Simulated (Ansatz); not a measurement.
**Alloy of AlN and SiC (6 of 16 Al sites, 6 of 16 N sites exchanged), 32 atoms with displaced atoms**

Which settings matter for this cell? A base run comes first, then runs with one to three settings changed.

All numbers are computed with Ansatz 0.2.0 (PAW, plane waves).

1 further run of the same task is left out (it didn't finish).

## (1) The system as built

32 atoms (6 Si, 10 Al, 10 N, 6 C); a = 6.199 Å, b = 5.368 Å, c = 10.016 Å, α = 90.00°, β = 90.00°, γ = 90.00°. All atoms were shaken off their sites by about 0.10 Å along each axis.

## (2) PBEsol on the given atoms

in.yaml reads:

```yaml
crystal:
  lattice:
    - [6.198905, 0.000000, 0.000000]
    - [0.000000, 5.368409, 0.000000]
    - [0.000000, 0.000000, 10.015729]
  atoms:
    - { symbol: Si, position: [0.281043, 0.162406, 0.258449] }
    - { symbol: Si, position: [0.513503, 0.677892, 0.736243] }
    - { symbol: Si, position: [0.013111, 0.319076, 0.488186] }
    - { symbol: Si, position: [0.003280, 0.325232, 0.984693] }
    - { symbol: Si, position: [0.499205, 0.358412, 0.469665] }
    - { symbol: Si, position: [0.230624, 0.818559, 0.494355] }
    - { symbol: Al, position: [0.242833, 0.170170, 0.740141] }
    - { symbol: Al, position: [0.010121, 0.675278, 0.251058] }
    - { symbol: Al, position: [0.007619, 0.658612, 0.745179] }
    - { symbol: Al, position: [0.764643, 0.176819, 0.249906] }
    - { symbol: Al, position: [0.757188, 0.191417, 0.725277] }
    - { symbol: Al, position: [0.481092, 0.671796, 0.261669] }
    - { symbol: Al, position: [0.494215, 0.326031, 0.004550] }
    - { symbol: Al, position: [0.237473, 0.808238, 0.983293] }
    - { symbol: Al, position: [0.758814, 0.841111, 0.496914] }
    - { symbol: Al, position: [0.767851, 0.840865, 0.997141] }
    - { symbol: N, position: [0.980474, 0.345298, 0.193247] }
    - { symbol: N, position: [0.481507, 0.325940, 0.190820] }
    - { symbol: N, position: [0.497438, 0.333844, 0.687686] }
    - { symbol: N, position: [0.271519, 0.862344, 0.674494] }
    - { symbol: N, position: [0.770422, 0.849380, 0.182493] }
    - { symbol: N, position: [0.230061, 0.198105, 0.450224] }
    - { symbol: N, position: [0.220764, 0.162255, 0.956512] }
    - { symbol: N, position: [0.971167, 0.689078, 0.949380] }
    - { symbol: N, position: [0.737681, 0.175181, 0.934581] }
    - { symbol: N, position: [0.502686, 0.679201, 0.935650] }
    - { symbol: C, position: [0.986943, 0.329528, 0.689889] }
    - { symbol: C, position: [0.249777, 0.863573, 0.191942] }
    - { symbol: C, position: [0.772775, 0.832494, 0.670804] }
    - { symbol: C, position: [0.992964, 0.658102, 0.432245] }
    - { symbol: C, position: [0.764510, 0.156879, 0.439072] }
    - { symbol: C, position: [0.513766, 0.664235, 0.430634] }
kpoints:
  mp_grid: { grid: [2, 2, 2], shift: [0.5, 0.5, 0.5] }
hamiltonian:
  xc: pbesol
scf:
  occupations: { method: fermi_dirac, width: 0.01 }
output:
  forces: true
  eigenvalues: true
  stress: true
  populations: true
```

Run with:

```bash
$ ansatz run in.yaml --threads 8 --pin off --max-ram 13300MiB --runs-dir r --events-out ev --progress --plain
```

Output:

```text
Pseudopotentials: kind: paw
Functional definition: PBEsol
  exchange = pbesol_x
  correlation = pbesol_c
Crystal: 32 atoms, lattice volume = 333.306 Å³
Basis set: ecut = 420 eV, 6509 PW (Γ), exchange–correlation on 90×72×144 points (8 copies of the dense FFT grid, shifted against one another)
Bands: 96, of which v1, the nominal top of the filled ones, is band 64 counted from 1 (63 counted from 0)
Symmetry: 1 space group operations
Space group: P1 (ITA 1), of the structure as read, at distance tolerance 6.9e-5 Å
k-points: 4 of 8 (time reversal used)
Non-local potential: Si, projectors of the file, l = 0: 2, l = 1: 2, l = 2: 2
Non-local potential: Al, projectors of the file, l = 0: 2, l = 1: 2, l = 2: 1
Non-local potential: N, projectors of the file, l = 0: 2, l = 1: 2, l = 2: 1
Non-local potential: C, projectors of the file, l = 0: 2, l = 1: 2, l = 2: 1
PAW form: soft (Blöchl's): semilocal exchange-correlation on the pseudo side does not see the compensation charge
PAW frozen core: Si, regenerated for the run's functional, and the local potential with it (the file was generated under x = pbe(κ = 0.804, μ = 0.2195149727645171), c = pbe(β = 0.06672455060314922))
PAW frozen core: Al, regenerated for the run's functional, and the local potential with it (the file was generated under x = pbe(κ = 0.804, μ = 0.2195149727645171), c = pbe(β = 0.06672455060314922))
PAW frozen core: N, regenerated for the run's functional, and the local potential with it (the file was generated under x = pbe(κ = 0.804, μ = 0.2195149727645171), c = pbe(β = 0.06672455060314922))
PAW frozen core: C, regenerated for the run's functional, and the local potential with it (the file was generated under x = pbe(κ = 0.804, μ = 0.2195149727645171), c = pbe(β = 0.06672455060314922))
PAW one-centre angular grid: Si, 110 points (default); XC on 64 Gauss nodes
PAW one-centre angular grid: Al, 110 points (default); XC on 64 Gauss nodes
PAW one-centre angular grid: N, 110 points (default); XC on 64 Gauss nodes
PAW one-centre angular grid: C, 110 points (default); XC on 64 Gauss nodes
Initial density: superposition of atomic densities (neutral atoms: chi_scale 0, normalization atom), corrected by the library's trained network
Initial wavefunctions: pseudopotential atomic-orbital guess
Functional: x = pbesol(κ = 0.804, μ = 0.12345679012345678), c = pbesol(β = 0.046)
SCF iter   1: F=—  HF=-14253.485538 eV  |F-HF|=—  |Δ(HF+E_count)|=         —  Δρ=1.00e-2  dr2=4.58e-1  ethr=1.77e-3  ⟨swp⟩=6.0  Hψ=1775  notcnv=0  defer=49
preconditioner: auto → Resta (q_TF=auto, 2.326 Å⁻¹)  ε∞=4.6  [insulator: Δε(μ)=2.465 eV  Ē_g=12.048 eV  σ=0.010 eV  W_gap=1.00  n_scr=60 (ndim 8)  ℏωp=23.0 eV  f_vac=0.000  D(μ)=0.00/eV (n_scr^D=0)  ε∞_Penn≈4.6]
SCF iter   2: F=—  HF=-14253.384151 eV  |F-HF|=—  |Δ(HF+E_count)|=   1.01e-1  Δρ=4.11e-3  dr2=1.07e-1  ethr=3.58e-4  ⟨swp⟩=2.0  Hψ=478  notcnv=0  defer=94
SCF iter   3: F=—  HF=-14253.357794 eV  |F-HF|=—  |Δ(HF+E_count)|=   2.64e-2  Δρ=9.20e-4  dr2=7.63e-3  ethr=8.33e-5  ⟨swp⟩=2.0  Hψ=483  notcnv=0  defer=94
SCF iter   4: F=—  HF=-14253.355554 eV  |F-HF|=—  |Δ(HF+E_count)|=   2.24e-3  Δρ=2.66e-4  dr2=4.82e-4  ethr=5.96e-6  ⟨swp⟩=2.0  Hψ=512  notcnv=0  defer=94
SCF iter   5: F=—  HF=-14253.355440 eV  |F-HF|=—  |Δ(HF+E_count)|=   1.14e-4  Δρ=7.04e-5  dr2=3.02e-5  ethr=3.76e-7  ⟨swp⟩=2.0  Hψ=506  notcnv=0  defer=94
SCF iter   6: F=—  HF=-14253.355413 eV  |F-HF|=—  |Δ(HF+E_count)|=   2.70e-5  Δρ=1.92e-5  dr2=1.69e-6  ethr=2.36e-8  ⟨swp⟩=3.0  Hψ=640  notcnv=0  defer=94
SCF iter   7: F=—  HF=-14253.355412 eV  |F-HF|=—  |Δ(HF+E_count)|=   3.91e-7  Δρ=5.97e-6  dr2=1.46e-7  ethr=1.32e-9  ⟨swp⟩=2.0  Hψ=510  notcnv=0  defer=94
SCF iter   8: F=-14253.355412 eV  HF=-14253.355412 eV  |F-HF|=4.15e-9  |Δ(HF+E_count)|=   2.64e-8  Δρ=1.48e-6  dr2=7.53e-9  ethr=7.81e-11  ⟨swp⟩=14.8  Hψ=2080  notcnv=0
SCF 1 converged in 8 iterations: F = -14253.355412 eV  dr2 = 7.53e-9
SCF converged after 8 iterations
Free energy (F): -14253.355412 eV
Harris-Foulkes:  -14253.355412 eV  (|F-HF|=4.15e-9)
Internal energy: -14253.355412 eV  (E = F + TS)
E sigma→0 (E₀):  -14253.355412 eV
Fermi energy:    10.105679 eV
--- Per-component energies (eV) ---
  E_band       = 298.247919
  E_kinetic    = 2410.126858
  E_local      = -2952.999694  (includes V_loc(G=0)·N_el)
  E_nonlocal   = 880.103050
  E_hartree    = 991.558270
  E_xc         = -1636.034031
  E_vxc        = -1730.678991  (∫ρ·V_xc dr)
  E_paw        = -9346.062716  (= ΣΔE_a)
  E_vpaw       = -291.421246  (= ΣTr[D̂ρ^β])
  E_aug_tail   = 0.001015  (compensation charges beyond the density's cutoff)
  E_ewald      = -4600.836510
  E_core_change = 0.788345  (= ΣΔE_core)
  E_smearing   = -0.000000  (= −TS)
  E_closure    = -0.000000  (closes the sum)
  Σ components = -14253.355412   (vs F -14253.355412, Δ=0.00e0)
--- Forces (eV/Å), atoms counted from 1 ---
  atom   1  Si    -4.28795340    -0.99248045    -1.87152287
  atom   2  Si     1.89873317    -0.07966922    -0.31920748
  atom   3  Si    -8.92216649     6.14677583     4.56805396
  atom   4  Si    -4.99952224     1.89470651     2.62419748
  atom   5  Si     2.48465912    -3.06504020     4.35604411
  atom   6  Si     1.75889848    -0.81317742    -0.16664079
  atom   7  Al     0.25748213     1.65435032     0.92991295
  atom   8  Al    -1.42843714     0.68118050    -2.22851010
  atom   9  Al    -0.65404011     1.24336584    -0.40101287
  atom  10  Al    -2.18265434    -2.81555169    -0.45087711
  atom  11  Al    -5.27200025    -4.89121577     2.23325105
  atom  12  Al     1.81007845     1.33851113    -6.62196252
  atom  13  Al    -0.24876615     0.65016071    -0.81037372
  atom  14  Al     1.27455345     2.14831505     3.41063845
  atom  15  Al    -0.70051500    -2.08171107    -1.81327767
  atom  16  Al    -7.84611895     4.22854165     3.13053861
  atom  17  N      4.69211217     0.94445785    -3.43694916
  atom  18  N      1.55318529     1.70524527     0.55671591
  atom  19  N     -1.55003194     2.86277181    -0.82497231
  atom  20  N      0.37404639    -3.72376089     0.51648861
  atom  21  N     -1.84162650    -0.63328302     0.19884306
  atom  22  N      9.02313677    -5.14041803    -4.08985401
  atom  23  N      2.79452877    -0.02737259    -2.83011018
  atom  24  N      8.19840589    -7.90706733    -4.41599304
  atom  25  N      2.33438365     0.96901647     0.40662662
  atom  26  N     -0.79644506    -1.29394377    -2.12447762
  atom  27  C      7.35957568     2.64352618    -2.93999281
  atom  28  C      0.67043076    -0.49446615    -0.75216948
  atom  29  C     -3.30591537    -0.09581650     6.26788812
  atom  30  C      2.88420674    -1.25073148     2.51066235
  atom  31  C     -2.13249442     4.33331626    -0.70654191
  atom  32  C     -3.19977558     1.86148239     5.09463112
  max |Σ_I F_I| component: 4.68e-5 eV/Å
--- Stress (GPa, compression-positive) ---
       14.769379      -2.357032      -2.788857
       -2.357037      10.343975      -0.918986
       -2.788835      -0.918984       8.425483
  P = ⅓ Tr σ = 11.1796 GPa (111.796 kbar)
--- Band table (eV) ---
  k-point 0: bands = ["-9.3291", "-7.9885", "-7.4183", "-7.2045", "-6.8621", "-6.2687", "-5.9662", "-5.6345", "-5.5342", "-4.3604", "-3.8297", "-3.3216", "-2.2909", "-1.9003", "-1.7186", "-1.2163", "-0.1469", "0.5706", "0.7464", "0.8590", "1.5499", "1.7650", "1.8584", "2.0964", "2.2445", "2.5080", "2.7954", "2.9882", "3.1496", "3.3067", "3.4405", "3.6371", "3.7864", "3.9641", "4.1065", "4.3460", "4.4897", "4.6556", "4.8030", "4.9447", "5.0404", "5.1817", "5.2556", "5.3938", "5.5182", "5.8277", "5.8884", "5.9539", "6.0808", "6.2028", "6.3266", "6.4813", "6.6428", "6.8731", "7.0295", "7.2386", "7.4092", "7.5299", "7.6306", "7.8074", "8.2176", "8.3573", "8.7085", "8.9089", "11.3024", "11.5932", "12.0219", "12.2323", "12.4009", "12.4502", "12.5860", "12.8191", "13.0255", "13.2761", "13.3904", "13.5671", "13.8009", "14.1175", "14.2610", "14.3823", "14.6118", "14.7872", "14.8999", "15.2046", "15.3892", "15.5580", "15.7812", "15.9238", "16.0116", "16.0496", "16.3193", "16.4808", "16.6134", "16.6965", "16.9146", "17.0187"]
  k-point 1: bands = ["-9.3286", "-8.0031", "-7.3486", "-7.2511", "-6.8676", "-6.2911", "-5.9446", "-5.6776", "-5.4891", "-4.3669", "-3.8294", "-3.3262", "-2.2916", "-1.8349", "-1.7541", "-1.2185", "-0.1851", "0.5227", "0.7748", "0.8787", "1.4871", "1.6421", "1.8320", "2.2707", "2.3310", "2.5772", "2.8579", "3.0456", "3.1759", "3.3891", "3.4068", "3.5918", "3.6777", "3.8689", "4.1203", "4.3146", "4.4969", "4.6440", "4.6973", "4.8308", "4.9713", "5.1005", "5.3451", "5.4333", "5.5590", "5.7749", "5.8885", "5.9423", "6.0833", "6.2550", "6.5263", "6.5689", "6.6255", "6.8830", "7.0341", "7.2541", "7.3584", "7.5491", "7.6660", "7.8333", "8.2006", "8.4334", "8.5382", "8.8703", "11.3863", "11.5484", "11.8729", "12.1050", "12.3673", "12.4487", "12.6273", "12.8289", "13.1655", "13.2457", "13.4795", "13.6564", "13.8024", "14.0501", "14.2739", "14.5427", "14.6829", "14.7792", "15.0047", "15.1288", "15.3041", "15.4727", "15.6478", "15.8534", "16.0103", "16.1675", "16.3646", "16.4872", "16.5118", "16.7571", "16.9003", "17.0656"]
  k-point 2: bands = ["-9.3288", "-7.9954", "-7.3580", "-7.2617", "-6.8648", "-6.3073", "-5.8544", "-5.7203", "-5.5107", "-4.3422", "-3.8721", "-3.2895", "-2.2991", "-1.9670", "-1.7731", "-1.0405", "-0.1171", "0.3895", "0.7218", "0.9802", "1.4613", "1.6590", "1.8629", "2.2105", "2.5565", "2.6361", "2.8103", "2.9540", "3.1200", "3.1625", "3.3585", "3.6053", "3.7722", "3.9093", "4.0619", "4.2788", "4.3929", "4.5085", "4.7120", "4.9460", "5.0905", "5.1658", "5.3647", "5.4455", "5.5628", "5.7467", "5.8774", "5.9764", "6.1322", "6.3091", "6.4553", "6.6375", "6.7250", "6.8768", "7.1036", "7.2718", "7.3223", "7.4653", "7.6928", "7.9145", "8.0931", "8.3131", "8.5918", "8.8330", "11.4118", "11.5534", "11.8901", "12.0452", "12.3606", "12.4840", "12.6614", "12.8074", "12.9136", "13.2652", "13.4446", "13.5665", "13.8725", "14.1255", "14.2156", "14.4866", "14.6887", "14.7447", "15.0222", "15.1239", "15.4011", "15.6624", "15.7265", "15.8631", "15.9762", "16.1796", "16.3757", "16.5091", "16.6171", "16.7821", "17.0136", "17.1708"]
  k-point 3: bands = ["-9.3292", "-7.9840", "-7.4029", "-7.2341", "-6.8672", "-6.2870", "-5.8830", "-5.7090", "-5.4943", "-4.3491", "-3.8803", "-3.2962", "-2.2956", "-1.9690", "-1.7693", "-1.0336", "-0.1096", "0.3839", "0.7124", "1.0376", "1.5674", "1.6914", "1.9318", "2.0534", "2.3016", "2.4577", "2.8096", "2.9272", "3.0620", "3.2702", "3.6284", "3.6998", "3.8172", "3.9407", "4.1058", "4.1462", "4.3340", "4.6550", "4.7593", "4.8401", "5.0166", "5.3019", "5.3547", "5.5214", "5.5551", "5.6854", "5.8143", "6.0071", "6.2179", "6.3627", "6.4308", "6.5550", "6.6721", "6.7843", "6.9192", "7.2295", "7.3786", "7.5084", "7.7055", "7.8733", "8.1522", "8.4689", "8.5574", "8.8043", "11.3461", "11.6562", "11.8392", "12.1665", "12.3960", "12.4412", "12.5993", "12.8483", "13.0780", "13.1550", "13.4855", "13.6405", "13.7644", "14.0113", "14.2936", "14.5000", "14.6768", "14.8103", "14.9695", "15.1465", "15.3024", "15.4501", "15.7228", "15.8615", "16.0985", "16.1428", "16.3407", "16.4643", "16.5991", "16.6488", "16.8015", "17.1428"]
--- Löwdin populations: 32 sites ---
  site symbol       q [e]
     0     Si      2.7723
     1     Si      2.8441
     2     Si      2.7654
     3     Si      2.7018
     4     Si      2.8358
     5     Si      2.8447
     6     Al      2.0011
     7     Al      2.0259
     8     Al      2.0676
     9     Al      1.9756
    10     Al      1.9901
    11     Al      2.0259
    12     Al      1.9111
    13     Al      1.9775
    14     Al      2.0238
    15     Al      1.8878
    16      N      5.9066
    17      N      5.9466
    18      N      5.8970
    19      N      5.8883
    20      N      5.9869
    21      N      5.8376
    22      N      5.9273
    23      N      5.9879
    24      N      5.9167
    25      N      5.9073
    26      C      5.2561
    27      C      5.1383
    28      C      5.1452
    29      C      5.1005
    30      C      5.0889
    31      C      5.1381
  spilling = 0.010003 (of n_electrons = 128.000000)
```

Run time: 5.1 s. Hardware: 8 threads of Intel Xeon Platinum 8259CL at 2.50GHz, shared host; peak memory 0.94 GiB.

At a 2×2×2 mesh the filled levels end at 8.909 eV and the empty ones begin at 11.302 eV, a spacing of 2.39 eV.

## (3) Changed settings: k points Γ alone, xc grid 3

Changes to in.yaml since step 2:

```diff
@@ -39,3 +39,4 @@
 kpoints:
-  mp_grid: { grid: [2, 2, 2], shift: [0.5, 0.5, 0.5] }
+  mp_grid: { grid: [1, 1, 1] }
+basis: { xc_grid: 3 }
 hamiltonian:
@@ -44,2 +45,3 @@
   occupations: { method: fermi_dirac, width: 0.01 }
+  max_iter: 60
 output:
@@ -48,2 +50 @@
   stress: true
-  populations: true
```

Run with:

```bash
$ ansatz run in.yaml --threads 8 --pin off --max-ram 13300MiB --runs-dir r --events-out ev --progress --plain
```

Output (excerpt; [...] marks lines left out):

```text
Pseudopotentials: kind: paw
Functional definition: PBEsol
[...]
Crystal: 32 atoms, lattice volume = 333.306 Å³
Basis set: ecut = 420 eV, 6509 PW (Γ), exchange–correlation on 135×108×216 points (27 copies of the dense FFT grid, shifted against one another)
Bands: 96, of which v1, the nominal top of the filled ones, is band 64 counted from 1 (63 counted from 0)
Symmetry: 1 space group operations
Space group: P1 (ITA 1), of the structure as read, at distance tolerance 6.9e-5 Å
k-points: 1
[...]
SCF iter   1: F=—  HF=-14250.008817 eV  |F-HF|=—  |Δ(HF+E_count)|=         —  Δρ=1.07e-2  dr2=3.95e-1  ethr=1.77e-3  ⟨swp⟩=6.0  Hψ=443  notcnv=0  defer=13
[...]
SCF iter   8: F=-14249.911294 eV  HF=-14249.911294 eV  |F-HF|=5.98e-9  |Δ(HF+E_count)|=   2.86e-8  Δρ=1.63e-6  dr2=9.37e-9  ethr=7.81e-11  ⟨swp⟩=11.0  Hψ=299  notcnv=0
[...]
SCF converged after 8 iterations
Free energy (F): -14249.911294 eV
[...]
E sigma→0 (E₀):  -14249.911294 eV
Fermi energy:    9.976392 eV
[...]
--- Forces (eV/Å), atoms counted from 1 ---
  atom   1  Si    -4.31235879    -1.04559701    -2.05887245
  atom   2  Si     1.94684116    -0.01102582    -0.32742298
  atom   3  Si    -8.94289049     6.02337421     4.20496291
  atom   4  Si    -4.99278501     1.74945641     2.64551713
  atom   5  Si     2.37229624    -3.26928776     4.18198852
  atom   6  Si     1.93030574    -0.83196995    -0.21684377
  atom   7  Al     0.24994946     1.73866165     0.78568597
  atom   8  Al    -1.50148788     0.77455085    -2.29035467
[...]
--- Stress (GPa, compression-positive) ---
       23.660606      -2.195846      -2.747932
       -2.195849       0.762241      -1.100471
       -2.747910      -1.100469       6.297132
  P = ⅓ Tr σ = 10.2400 GPa (102.400 kbar)
--- Band table (eV) ---
[...]
```

Wall time 2.4 s (8 threads of Intel Xeon Platinum 8259CL at 2.50GHz, shared host); peak memory 0.55 GiB.

Compared with the base run, energy +107.6 meV/atom; forces by 0.231 eV/Å rms; pressure -0.94 GPa; frontier spacing 1.63 eV (base 2.39).

[end of part 1 of 2]
